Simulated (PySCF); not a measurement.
# C3H7NSi: core binding energies at several levels of theory, part 3 of 3

PySCF 2.14.0. Atoms count from 0.

### 8 Core-electron binding energies: SCAN, X2C

Job settings and geometry (Å):

```
{"job": {"kind": "xps", "basis": "def2-TZVP"}, "charge": 0, "multiplicity": 1}
C      2.455934    -0.851174     0.132188
N      1.227904    -0.726565     0.400573
Si     0.087262     0.320563    -0.390596
C     -1.677857    -0.239269    -0.360004
C     -1.342731     0.884226     0.642289
H      2.988889    -0.294538    -0.668803
H      3.083773    -1.556028     0.708415
H      0.598167     1.163325    -1.507927
H     -1.894877    -1.223922     0.067841
H     -2.343069     0.021206    -1.190665
H     -1.350770     0.608297     1.702211
H     -1.792868     1.865011     0.453032
```

With the program's defaults for keys left out, this is: delta-SCF UKS SCAN, def2-TZVP on the ionised atom, pcseg-1 elsewhere, spin-free X2C.

The program printed:

```text
ground state, core basis on atom 0 (C), 126 functions
  cycle   1  E = -463.13008183  |g| = 5.95e-01
  cycle   2  E = -462.84517588  |g| = 1.14e+00
  cycle   3  E = -463.21655443  |g| = 1.92e-01
  cycle   4  E = -463.22526852  |g| = 6.12e-02
  cycle   5  E = -463.22606647  |g| = 2.81e-02
  cycle   6  E = -463.22629573  |g| = 8.07e-03
  cycle   7  E = -463.22631014  |g| = 1.80e-03
  cycle   8  E = -463.22631239  |g| = 7.14e-04
  cycle   9  E = -463.22631421  |g| = 1.07e-04
  E(ground) = -463.26773361 Eh
hole in C 1s of atom 0
  cycle   1  E = -451.92527059  |g| = 1.46e+00
  cycle   2  E = -450.32307085  |g| = 1.97e+00
  cycle   3  E = -452.07290115  |g| = 8.19e-01
  cycle   4  E = -452.36157384  |g| = 4.86e-01
  cycle   5  E = -452.47234552  |g| = 1.98e-01
  cycle   6  E = -452.49664257  |g| = 5.28e-02
  cycle   7  E = -452.49797385  |g| = 2.29e-02
  cycle   8  E = -452.49837739  |g| = 1.15e-02
  cycle   9  E = -452.49850258  |g| = 3.83e-03
  cycle  10  E = -452.49855202  |g| = 3.12e-03
  cycle  11  E = -452.49856448  |g| = 1.04e-03
  cycle  12  E = -452.49856592  |g| = 2.82e-04
  E(ion) = -452.53819177 Eh   <S^2> = 0.8596   hole on atom = 1.000   binding energy = 291.966 eV
ground state, core basis on atom 1 (N), 126 functions
  cycle   1  E = -463.23799087  |g| = 2.68e-02
  cycle   2  E = -463.23755407  |g| = 5.00e-02
  cycle   3  E = -463.23813526  |g| = 9.99e-03
  cycle   4  E = -463.23815778  |g| = 2.55e-03
  cycle   5  E = -463.23816069  |g| = 1.23e-03
  cycle   6  E = -463.23816059  |g| = 2.99e-04
  E(ground) = -463.27814857 Eh
hole in N 1s of atom 1
  cycle   1  E = -447.65660503  |g| = 1.80e+00
  cycle   2  E = -445.86311150  |g| = 2.15e+00
  cycle   3  E = -447.79709863  |g| = 9.63e-01
  cycle   4  E = -448.29531072  |g| = 3.73e-01
  cycle   5  E = -448.32808342  |g| = 2.13e-01
  cycle   6  E = -448.33840888  |g| = 1.36e-01
  cycle   7  E = -448.35581716  |g| = 2.18e-02
  cycle   8  E = -448.35613116  |g| = 1.36e-02
  cycle   9  E = -448.35629697  |g| = 4.65e-03
  cycle  10  E = -448.35635758  |g| = 3.36e-03
  cycle  11  E = -448.35639805  |g| = 2.94e-03
  cycle  12  E = -448.35644631  |g| = 2.50e-03
  cycle  13  E = -448.35649842  |g| = 2.68e-03
  cycle  14  E = -448.35650658  |g| = 2.17e-03
  cycle  15  E = -448.35651331  |g| = 8.60e-04
  cycle  16  E = -448.35651337  |g| = 3.28e-04
  E(ion) = -448.39483052 Eh   <S^2> = 0.8557   hole on atom = 1.000   binding energy = 404.996 eV
ground state, core basis on atom 2 (Si), 128 functions
  cycle   1  E = -463.25744534  |g| = 4.84e-02
  cycle   2  E = -463.25716706  |g| = 5.12e-02
  cycle   3  E = -463.25767693  |g| = 1.97e-02
  cycle   4  E = -463.25777884  |g| = 4.96e-03
  cycle   5  E = -463.25778322  |g| = 1.39e-03
  cycle   6  E = -463.25778440  |g| = 5.71e-04
  cycle   7  E = -463.25778447  |g| = 1.60e-04
  E(ground) = -463.25756851 Eh
hole in Si 1s of atom 2
  cycle   1  E = -394.31467433  |g| = 2.96e+00
  cycle   2  E = -394.15334108  |g| = 1.85e+00
  cycle   3  E = -394.75816019  |g| = 8.57e-01
  cycle   4  E = -395.21913819  |g| = 2.68e-01
  cycle   5  E = -395.23418447  |g| = 2.21e-01
  cycle   6  E = -395.25704340  |g| = 4.40e-02
  cycle   7  E = -395.25802594  |g| = 1.16e-02
  cycle   8  E = -395.25808165  |g| = 6.58e-03
  cycle   9  E = -395.25810440  |g| = 2.22e-03
  cycle  10  E = -395.25810923  |g| = 5.98e-04
  cycle  11  E = -395.25810859  |g| = 2.91e-04
  E(ion) = -395.26550981 Eh   <S^2> = 0.7529   hole on atom = 1.000   binding energy = 1850.158 eV
hole in Si 2p of atom 2
  cycle   1  E = -458.98958912  |g| = 1.19e+00
  cycle   2  E = -458.66251332  |g| = 1.19e+00
  cycle   3  E = -459.20851955  |g| = 4.08e-01
  cycle   4  E = -459.30707798  |g| = 1.25e-01
  cycle   5  E = -459.31197779  |g| = 8.26e-02
  cycle   6  E = -459.31488265  |g| = 2.90e-02
  cycle   7  E = -459.31531409  |g| = 4.42e-03
  cycle   8  E = -459.31531951  |g| = 3.34e-03
  cycle   9  E = -459.31532654  |g| = 5.21e-04
  cycle  10  E = -459.31532705  |g| = 2.09e-04
  E(ion) = -459.32729939 Eh   <S^2> = 0.7540   hole on atom = 1.003   binding energy = 106.948 eV
  2p3/2 = 106.780 eV   2p1/2 = 107.393 eV
ground state, core basis on atom 3 (C), 126 functions
  cycle   1  E = -463.22594677  |g| = 2.56e-02
  cycle   2  E = -463.22583747  |g| = 3.05e-02
  cycle   3  E = -463.22610170  |g| = 8.81e-03
  cycle   4  E = -463.22612133  |g| = 3.47e-03
  cycle   5  E = -463.22612435  |g| = 1.24e-03
  cycle   6  E = -463.22612416  |g| = 4.22e-04
  E(ground) = -463.26758359 Eh
hole in C 1s of atom 3
  cycle   1  E = -451.98872246  |g| = 1.48e+00
  cycle   2  E = -451.24385249  |g| = 1.73e+00
  cycle   3  E = -452.48288730  |g| = 4.00e-01
  cycle   4  E = -452.55151635  |g| = 1.15e-01
  cycle   5  E = -452.55695818  |g| = 6.31e-02
  cycle   6  E = -452.55886937  |g| = 2.66e-02
  cycle   7  E = -452.55919995  |g| = 5.70e-03
  cycle   8  E = -452.55922277  |g| = 2.38e-03
  cycle   9  E = -452.55922981  |g| = 1.50e-03
  cycle  10  E = -452.55923099  |g| = 5.76e-04
  cycle  11  E = -452.55923193  |g| = 1.91e-04
  E(ion) = -452.59908372 Eh   <S^2> = 0.7702   hole on atom = 1.000   binding energy = 290.305 eV
```

Run time: 30 s. Hardware: 1 thread of Arm Neoverse V1, shared host; peak memory 0.54 GiB.

Binding energies by hole, beside the orbital energy of the ground state; the difference holds orbital relaxation and, for a density functional, its self-interaction error:

| hole | stands for | environment | ΔSCF (eV; 2p as the shell's mean) | −ε (eV) | ⟨S²⟩ |
| --- | --- | --- | --- | --- | --- |
| C1s on C0 | C0 | C=N carbon | 291.97 (doubtful) | 275.1 | 0.860 |
| N1s on N1 | N1 | imine nitrogen | 405.00 (doubtful) | 385.8 | 0.856 |
| Si1s on Si2 | Si2 | silicon bonded to 2 C, N, H, in a 3-membered ring | 1850.16 | 1794.3 | 0.753 |
| Si2p on Si2 | Si2 | silicon bonded to 2 C, N, H, in a 3-membered ring | 106.98 | 96.2 | 0.754 |
| C1s on C3 | C3, C4 | three-membered-ring carbon | 290.30 | 273.4 | 0.770 |

Each hole run stands for the others of its class of like atoms.

Doubtful: the ion did not converge, its hole moved, or its ⟨S²⟩ is well above 0.75.

With the spin-orbit splitting: Si2 2p3/2 106.78, 2p1/2 107.39 eV. The table gives each 2p level as the mean over the whole 2p shell (two parts 2p3/2, one part 2p1/2), which differs a little from the single hole in the log.

### 9 Core-electron binding energies: SCAN, non-relativistic

The job, as its differences from that of step 8:

```diff
@@ -1,2 +1,2 @@
-{"job": {"kind": "xps", "basis": "def2-TZVP"}, "charge": 0, "multiplicity": 1}
+{"job": {"kind": "xps", "x2c": false}, "charge": 0, "multiplicity": 1}
 C      2.455934    -0.851174     0.132188
```

Method: delta-SCF UKS SCAN, pcX-2 on the ionised atom, pcseg-1 elsewhere, non-relativistic.

The program printed:

```text
ground state, core basis on atom 0 (C), 140 functions
  cycle   1  E = -462.50806497  |g| = 5.98e-01
  cycle   2  E = -462.22533193  |g| = 1.14e+00
  cycle   3  E = -462.59453773  |g| = 1.93e-01
  cycle   4  E = -462.60317479  |g| = 6.47e-02
  cycle   5  E = -462.60406986  |g| = 2.85e-02
  cycle   6  E = -462.60430378  |g| = 8.15e-03
  cycle   7  E = -462.60431984  |g| = 1.71e-03
  cycle   8  E = -462.60432234  |g| = 7.06e-04
  cycle   9  E = -462.60432259  |g| = 1.02e-04
  E(ground) = -462.64545003 Eh
hole in C 1s of atom 0
  cycle   1  E = -451.30506118  |g| = 1.50e+00
  cycle   2  E = -449.64596544  |g| = 2.15e+00
  cycle   3  E = -451.53241988  |g| = 7.59e-01
  cycle   4  E = -451.58849819  |g| = 6.84e-01
  cycle   5  E = -451.87037114  |g| = 1.70e-01
  cycle   6  E = -451.88898431  |g| = 8.61e-02
  cycle   7  E = -451.89514038  |g| = 1.54e-02
  cycle   8  E = -451.89528936  |g| = 9.80e-03
  cycle   9  E = -451.89539329  |g| = 6.01e-03
  cycle  10  E = -451.89545366  |g| = 2.42e-03
  cycle  11  E = -451.89546432  |g| = 1.46e-03
  cycle  12  E = -451.89546553  |g| = 3.24e-04
  E(ion) = -451.93520074 Eh   <S^2> = 0.8689   hole on atom = 1.000   binding energy = 291.441 eV
ground state, core basis on atom 1 (N), 140 functions
  cycle   1  E = -462.61693351  |g| = 4.98e-02
  cycle   2  E = -462.61658041  |g| = 4.58e-02
  cycle   3  E = -462.61673418  |g| = 3.75e-02
  cycle   4  E = -462.61705980  |g| = 5.37e-03
  cycle   5  E = -462.61706849  |g| = 1.49e-03
  cycle   6  E = -462.61706799  |g| = 3.94e-04
  E(ground) = -462.65684014 Eh
hole in N 1s of atom 1
  cycle   1  E = -447.04300203  |g| = 1.86e+00
  cycle   2  E = -445.20292235  |g| = 2.36e+00
  cycle   3  E = -447.29838469  |g| = 8.70e-01
  cycle   4  E = -447.59786787  |g| = 5.34e-01
  cycle   5  E = -447.72279378  |g| = 2.31e-01
  cycle   6  E = -447.75782555  |g| = 8.46e-02
  cycle   7  E = -447.76357637  |g| = 2.26e-02
  cycle   8  E = -447.76399798  |g| = 8.03e-03
  cycle   9  E = -447.76407244  |g| = 4.97e-03
  cycle  10  E = -447.76414541  |g| = 3.43e-03
  cycle  11  E = -447.76420617  |g| = 2.89e-03
  cycle  12  E = -447.76427676  |g| = 3.17e-03
  cycle  13  E = -447.76431107  |g| = 3.15e-03
  cycle  14  E = -447.76432424  |g| = 1.40e-03
  cycle  15  E = -447.76432633  |g| = 9.88e-04
  cycle  16  E = -447.76432711  |g| = 2.19e-04
  E(ion) = -447.80256691 Eh   <S^2> = 0.8612   hole on atom = 1.000   binding energy = 404.205 eV
ground state, core basis on atom 2 (Si), 151 functions
  cycle   1  E = -462.64591208  |g| = 3.25e-02
  cycle   2  E = -462.64575208  |g| = 3.45e-02
  cycle   3  E = -462.64601921  |g| = 1.42e-02
  cycle   4  E = -462.64606712  |g| = 6.87e-03
  cycle   5  E = -462.64607690  |g| = 1.91e-03
  cycle   6  E = -462.64607927  |g| = 4.18e-04
  E(ground) = -462.64648333 Eh
hole in Si 1s of atom 2
  cycle   1  E = -393.88976461  |g| = 4.32e+00
  cycle   2  E = -393.73568238  |g| = 2.26e+00
  cycle   3  E = -394.28124965  |g| = 1.02e+00
  cycle   4  E = -394.85805945  |g| = 4.01e-01
  cycle   5  E = -394.91461407  |g| = 2.63e-01
  cycle   6  E = -394.94569469  |g| = 6.79e-02
  cycle   7  E = -394.94758310  |g| = 2.48e-02
  cycle   8  E = -394.94789281  |g| = 9.18e-03
  cycle   9  E = -394.94792866  |g| = 4.41e-03
  cycle  10  E = -394.94794110  |g| = 8.12e-04
  cycle  11  E = -394.94794140  |g| = 3.47e-04
  E(ion) = -394.95484248 Eh   <S^2> = 0.7532   hole on atom = 1.000   binding energy = 1841.983 eV
hole in Si 2p of atom 2
  cycle   1  E = -458.38083608  |g| = 1.24e+00
  cycle   2  E = -458.04835728  |g| = 1.27e+00
  cycle   3  E = -458.61567315  |g| = 3.92e-01
  cycle   4  E = -458.70232919  |g| = 1.34e-01
  cycle   5  E = -458.70803055  |g| = 8.83e-02
  cycle   6  E = -458.71135857  |g| = 3.02e-02
  cycle   7  E = -458.71180521  |g| = 6.05e-03
  cycle   8  E = -458.71181399  |g| = 4.40e-03
  cycle   9  E = -458.71182558  |g| = 5.53e-04
  cycle  10  E = -458.71182666  |g| = 2.34e-04
  E(ion) = -458.72336323 Eh   <S^2> = 0.7543   hole on atom = 1.002   binding energy = 106.754 eV
  2p3/2 = 106.580 eV   2p1/2 = 107.198 eV
ground state, core basis on atom 3 (C), 140 functions
  cycle   1  E = -462.60396718  |g| = 4.51e-02
  cycle   2  E = -462.60383327  |g| = 3.26e-02
  cycle   3  E = -462.60403827  |g| = 2.00e-02
  cycle   4  E = -462.60414547  |g| = 6.75e-03
  cycle   5  E = -462.60415746  |g| = 1.61e-03
  cycle   6  E = -462.60415860  |g| = 5.19e-04
  cycle   7  E = -462.60415812  |g| = 1.45e-04
  E(ground) = -462.64543319 Eh
hole in C 1s of atom 3
  cycle   1  E = -451.36957858  |g| = 1.51e+00
  cycle   2  E = -450.57341476  |g| = 1.90e+00
  cycle   3  E = -451.90734240  |g| = 3.36e-01
  cycle   4  E = -451.94876538  |g| = 1.21e-01
  cycle   5  E = -451.95462404  |g| = 6.06e-02
  cycle   6  E = -451.95629209  |g| = 2.70e-02
  cycle   7  E = -451.95659421  |g| = 1.07e-02
  cycle   8  E = -451.95665673  |g| = 2.29e-03
  cycle   9  E = -451.95665949  |g| = 1.56e-03
  cycle  10  E = -451.95666230  |g| = 7.59e-04
  cycle  11  E = -451.95666201  |g| = 1.59e-04
  E(ion) = -451.99670095 Eh   <S^2> = 0.7719   hole on atom = 1.000   binding energy = 289.767 eV
```

Wall time 31 s (1 thread of Arm Neoverse V1, shared host); peak memory 0.54 GiB.

Binding energies by hole, beside the orbital energy of the ground state; the difference holds orbital relaxation and, for a density functional, its self-interaction error:

| hole | stands for | environment | ΔSCF (eV; 2p as the shell's mean) | −ε (eV) | ⟨S²⟩ |
| --- | --- | --- | --- | --- | --- |
| C1s on C0 | C0 | C=N carbon | 291.44 (doubtful) | 275.1 | 0.869 |
| N1s on N1 | N1 | imine nitrogen | 404.21 (doubtful) | 385.7 | 0.861 |
| Si1s on Si2 | Si2 | silicon bonded to 2 C, N, H, in a 3-membered ring | 1841.98 | 1789.1 | 0.753 |
| Si2p on Si2 | Si2 | silicon bonded to 2 C, N, H, in a 3-membered ring | 106.79 | 96.2 | 0.754 |
| C1s on C3 | C3, C4 | three-membered-ring carbon | 289.77 | 273.4 | 0.772 |

Each hole run stands for the others of its class of like atoms.

Doubtful: the ion did not converge, its hole moved, or its ⟨S²⟩ is well above 0.75.

With the spin-orbit splitting: Si2 2p3/2 106.58, 2p1/2 107.20 eV. The table gives each 2p level as the mean over the whole 2p shell (two parts 2p3/2, one part 2p1/2), which differs a little from the single hole in the log.

### 10 Summary of results

The summary covers parts 1 to 3.

| quantity | value |
| --- | --- |
| Si1s binding energies, SCAN/pcX-2 | Si2 1846.33 eV |
| Si2p binding energies, SCAN/pcX-2 | Si2 106.74 eV |
| C1s binding energies, SCAN/pcX-2 (standing for 2 of 3 atoms) | C3 289.87 eV |
| C1s binding energies, B3LYP/pcX-2 | C0 291.77, C3 289.93 eV |
| N1s binding energies, B3LYP/pcX-2 | N1 404.40 eV |
| Si1s binding energies, B3LYP/pcX-2 | Si2 1845.00 eV |
| Si2p binding energies, B3LYP/pcX-2 | Si2 106.75 eV |
| N1s binding energies, PBE0/pcX-2 | N1 403.95 eV |
| Si1s binding energies, PBE0/pcX-2 | Si2 1844.15 eV |
| Si2p binding energies, PBE0/pcX-2 | Si2 106.41 eV |
| C1s binding energies, PBE0/pcX-2 (standing for 2 of 3 atoms) | C3 289.44 eV |
| C1s binding energies, PBE/pcX-2 | C0 290.60, C3 289.15 eV |
| N1s binding energies, PBE/pcX-2 | N1 403.54 eV |
| Si1s binding energies, PBE/pcX-2 | Si2 1843.01 eV |
| Si2p binding energies, PBE/pcX-2 | Si2 106.08 eV |
| N1s binding energies, HF/pcX-2 | N1 403.95 eV |
| Si1s binding energies, HF/pcX-2 | Si2 1847.17 eV |
| Si2p binding energies, HF/pcX-2 | Si2 106.13 eV |
| C1s binding energies, HF/pcX-2 (standing for 2 of 3 atoms) | C3 289.42 eV |
| Si1s binding energies, SCAN/pcX-1 | Si2 1846.47 eV |
| Si2p binding energies, SCAN/pcX-1 | Si2 106.96 eV |
| C1s binding energies, SCAN/pcX-1 (standing for 2 of 3 atoms) | C3 289.87 eV |
| Si1s binding energies, SCAN/def2-TZVP | Si2 1850.16 eV |
| Si2p binding energies, SCAN/def2-TZVP | Si2 106.98 eV |
| C1s binding energies, SCAN/def2-TZVP (standing for 2 of 3 atoms) | C3 290.30 eV |
| Si1s binding energies, SCAN/pcX-2, non-relativistic | Si2 1841.98 eV |
| Si2p binding energies, SCAN/pcX-2, non-relativistic | Si2 106.79 eV |
| C1s binding energies, SCAN/pcX-2, non-relativistic (standing for 2 of 3 atoms) | C3 289.77 eV |

**Reading.** Single values in the summary come from the first sound run of each kind (SCAN/pcX-2), which need not be the best level. At B3LYP/pcX-2: C0 (C=N carbon) binds its C1s electron 1.85 eV more tightly than C3 (three-membered-ring carbon). At PBE/pcX-2: C0 (C=N carbon) binds its C1s electron 1.45 eV more tightly than C3 (three-membered-ring carbon).
